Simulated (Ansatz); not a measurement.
# AlHBr radical: basis-set convergence

The task here is to estimate one member of a computed series from the others.

The runs use Ansatz 0.2.0, Gaussian basis; one geometry, several basis sets.

Levels to be run: PBE0-D4/def2-SVP; ωB97M-V/def2-SVP; PBE0-D4/def2-QZVPP; ωB97M-V/def2-QZVPP; the functionals' def2-TZVPP values are taken from earlier runs.

### Structure used throughout

All runs share one geometry, relaxed beforehand with PBE0-D4 in a triple-zeta def2 set.

SMILES `[AlH][Br]`, 3 atoms, charge 0, spin multiplicity 2.

Atoms are counted from 1 here; the program's logs count them from 0.

Bond lengths: Al1–Br2 2.275 Å, Al1–H3 1.603 Å. Angles: Br2–Al1–H3 115.7°.

Set-up of the first run:

Contents of in.yaml:

```yaml
crystal:
  periodic: [false, false, false]
  atoms:
    - {symbol: Al, position_ang: [-0.296680, -0.628011, -0.239076]}
    - {symbol: Br, position_ang: [1.584539, 0.008562, 0.871053]}
    - {symbol: H, position_ang: [-1.298859, 0.554649, -0.645277]}
basis:
  gaussian: {orbitals: def2-SVP}
magnetization: {spin_polarized: true, initial_magnetization: 1}
hamiltonian: {xc: pbe0, dispersion: d4}
output: {orbitals: {seedname: orbitals}}
```

Steps of the session up to this table: PBE0-D4 in def2-SVP; ωB97M-V in def2-SVP; PBE0-D4 in def2-QZVPP; ωB97M-V in def2-QZVPP.

One of the session's tables, all rows but one given; the rest of the session is left out.

It belongs to the step «Functionals by basis». 

| functional | basis | HOMO (eV) | LUMO (eV) |
| --- | --- | --- | --- |
| PBE0-D4 | def2-SVP | -6.04 | -2.75 |
| PBE0-D4 | def2-TZVPP | -6.09 | -2.76 |
| PBE0-D4 | def2-QZVPP | -6.10 | -2.77 |
| ωB97M-V | def2-SVP | -7.67 | -1.28 |
| ωB97M-V | def2-TZVPP | ? | ? |
| ωB97M-V | def2-QZVPP | -7.78 | -1.35 |

Estimate the missing values for ωB97M-V, def2-TZVPP.

As computed: HOMO (eV): -7.74; LUMO (eV): -1.29. In the column «HOMO (eV)» it lies between ωB97M-V, def2-QZVPP (-7.78) and ωB97M-V, def2-SVP (-7.67).
